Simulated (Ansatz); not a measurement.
# NbAs: further runs on the relaxed cell

The task here is to estimate one member of a computed series from the others.

Method: DFT r2SCAN, scalar-relativistic, plane waves, PAW, in Ansatz 0.2.0.

1 further run of the same task is left out (set aside as unsound or not needed).

### The starting structure

Symmetry: I4_1md, No. 109, tetragonal system. The conventional cell has a = 3.458 Å, b = 3.458 Å, c = 11.768 Å, α = 90.00°, β = 90.00°, γ = 90.00°. Nb (site symmetry 2mm) has 6 As at 2.62 to 2.63 Å as nearest neighbours. As (site symmetry 2mm) has 6 Nb at 2.62 to 2.63 Å as nearest neighbours.

Structure file:

```xyz
4
Lattice="-1.7288 1.7288 5.8842 1.7288 -1.7288 5.8842 1.7288 1.7288 -5.8842" Properties=species:S:1:pos:R:3 pbc="T T T"
Nb    0.0000    0.0000   -0.0101
Nb    0.0000    1.7288    2.9320
As    0.0000    0.0000    4.9057
As    1.7288    0.0000    1.9636
```

This cell was relaxed beforehand with the same method: volume 17.59 Å³/atom, gap on the mesh none (metal).

The first run:

File input.yaml:

```yaml
crystal:
  lattice:
    - [-1.7112957115, 1.7112957115, 5.8247409475]
    - [1.7112957115, -1.7112957115, 5.8247409475]
    - [1.7112957115, 1.7112957115, -5.8247409475]
  atoms:
    - { symbol: Nb, position: [-0.0008583409, -0.0008583409, 0.0] }
    - { symbol: Nb, position: [0.7491416591, 0.2491416591, 0.5] }
    - { symbol: As, position: [0.4168583409, 0.4168583409, 0.0] }
    - { symbol: As, position: [0.1668583409, 0.6668583409, 0.5] }
basis:
  ecutwfc: 500
kpoints:
  mp_grid: { grid: [18, 18, 18] }
hamiltonian:
  xc: r2scan
scf:
  occupations: { method: gaussian, width: 0.1 }
output:
  forces: true
  stress: true
  eigenvalues: true
relax:
  adjacent_minimum: "off"
  f_tol: 0.01
  max_steps: 30
  cell: { stress_tol: 0.1, fix: [volume] }
```

Launch:

```sh
$ ansatz run input.yaml --threads 2 --pin off --max-ram 5120MiB --backend cpu --events-out ev --progress --plain --runs-dir out
```

Steps of the session up to this table: Volume × 0.97; The cell scaled to 1.03 of its volume; Point at V/V0 = 0.94; The cell scaled to 1.06 of its volume; Point at V/V0 = 0.91.

One table of the session follows, with a row left open; its other results are not shown here.

It belongs to the step «Equation of state». 

```
volume (Å³/atom)  energy above the lowest point (meV/atom)  pressure (GPa)
          16.003                                      88.8           19.52
          16.530                                         ?               ?
          17.058                                       8.8            5.51
          17.586                                       0.0            0.01
          18.113                                       8.0           -4.71
          18.641                                      30.2           -8.72
```

**Question.** Estimate the row for volume (Å³/atom) = 16.530.

Worked estimate for «energy above the lowest point (meV/atom)». A straight line through the neighbours (16.003, 88.8) and (17.058, 8.8) gives 88.8 + (8.8 − 88.8) × (16.530 − 16.003) / (17.058 − 16.003) = 48.8; a parabola fitted to 3 rows on both sides gives 38.4.

The run gave: energy above the lowest point (meV/atom): 37.3; pressure (GPa): 11.96. In «energy above the lowest point (meV/atom)» the line misses by +11.5 and the parabola by +1.1.
